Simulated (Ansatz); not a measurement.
# Sn4SeS3: what a guessed cell relaxes into

Where does this trial cell of Sn4SeS3 go when cell and atoms are let free?

Computed with Ansatz 0.2.0 (DFT PBE, scalar-relativistic, plane waves, PAW, unless a step's input says otherwise).

**1. The structure to begin with**

Symmetry: Cmmm, No. 65, orthorhombic system. The conventional cell has a = 8.424 Å, b = 11.914 Å, c = 4.212 Å, α = 90.00°, β = 90.00°, γ = 90.00°. Sn (site symmetry m2m) has 5 S at 2.98 Å and 1 Se at 2.98 Å as nearest neighbours. Sn (site symmetry 2mm) is surrounded by 2 Se at 2.98 Å and 4 S at 2.98 Å. Around Se (site symmetry mmm) lie 6 Sn at 2.98 Å. S (site symmetry mmm) has 6 Sn at 2.98 Å as nearest neighbours. Around S (site symmetry 2/m) lie 6 Sn at 2.98 Å.

Coordinates:

```cif
data_structure
_symmetry_space_group_name_H-M 'P 1'
_symmetry_Int_Tables_number 1
_cell_length_a 7.2956
_cell_length_b 7.2956
_cell_length_c 4.2121
_cell_angle_alpha 90.000
_cell_angle_beta 90.000
_cell_angle_gamma 109.471
_cell_volume 211.37
loop_
_atom_site_label
_atom_site_type_symbol
_atom_site_fract_x
_atom_site_fract_y
_atom_site_fract_z
_atom_site_occupancy
Sn1 Sn 0.25000 0.75000 0.00000 1
Sn2 Sn 0.75000 0.25000 0.00000 1
Sn3 Sn 0.25000 0.25000 0.50000 1
Sn4 Sn 0.75000 0.75000 0.50000 1
Se1 Se 0.00000 0.00000 0.00000 1
S1 S 0.50000 0.50000 0.00000 1
S2 S 0.00000 0.50000 0.50000 1
S3 S 0.50000 0.00000 0.50000 1
```

The start is an ordering of an alloy on its end members' structure types: elements ordered on the sites of the SnS type, S/Se on S (Cmmm, No. 65).

**2. A first look at the guess**

Input file input.yaml:

```yaml
crystal:
  lattice:
    - [4.21209041, -5.95679539, 0.0]
    - [4.21209041, 5.95679539, 0.0]
    - [0.0, 0.0, 4.21209041]
  atoms:
    - { symbol: Sn, position: [0.25, 0.75, 0.0] }
    - { symbol: Sn, position: [0.75, 0.25, 0.0] }
    - { symbol: Sn, position: [0.25, 0.25, 0.5] }
    - { symbol: Sn, position: [0.75, 0.75, 0.5] }
    - { symbol: Se, position: [0.0, 0.0, 0.0] }
    - { symbol: S, position: [0.5, 0.5, 0.0] }
    - { symbol: S, position: [0.0, 0.5, 0.5] }
    - { symbol: S, position: [0.5, 0.0, 0.5] }
basis:
  ecutwfc: 420
kpoints:
  mp_grid: { grid: [4, 4, 4] }
hamiltonian:
  xc: pbe
scf:
  occupations: { method: gaussian, width: 0.1 }
  lower_state_search: "off"
output:
  forces: true
  stress: true
  eigenvalues: true
```

On the command line:

```
$ ansatz run input.yaml --threads 1 --pin off --max-ram 2560MiB --backend cpu --events-out ev --progress --plain --runs-dir out
```

The session goes on with these runs: rough relaxation on the coarse mesh; full relaxation.

Q: Predict the outcome of this session. Wanted: conventional cell; volume; energy over the elements, grey Sn; gap on the mesh.

As calculated:

```
                              quantity                                                                       value
symmetry at the end (tolerance 0.02 Å)                                                   space group Cmmm (No. 65)
                     conventional cell  a = 8.347 Å, b = 11.807 Å, c = 4.176 Å, α = 90.00°, β = 90.00°, γ = 90.00°
                                volume                                                               25.72 Å³/atom
     energy over the elements, grey Sn                                                               -0.41 eV/atom
                       gap on the mesh                                                                     0.31 eV
```

What this shows: The space group Cmmm (No. 65) is kept, and the volume per atom shrinks by 2.7 % from the first guess. It lies below the elements, which doesn't yet make it stable: competing phases were not computed in this session. No finished test with a distortion of lower symmetry is shown, so the end may be a saddle point.

Spin-orbit coupling is left out, though the cell holds Sn; it can move the gap.
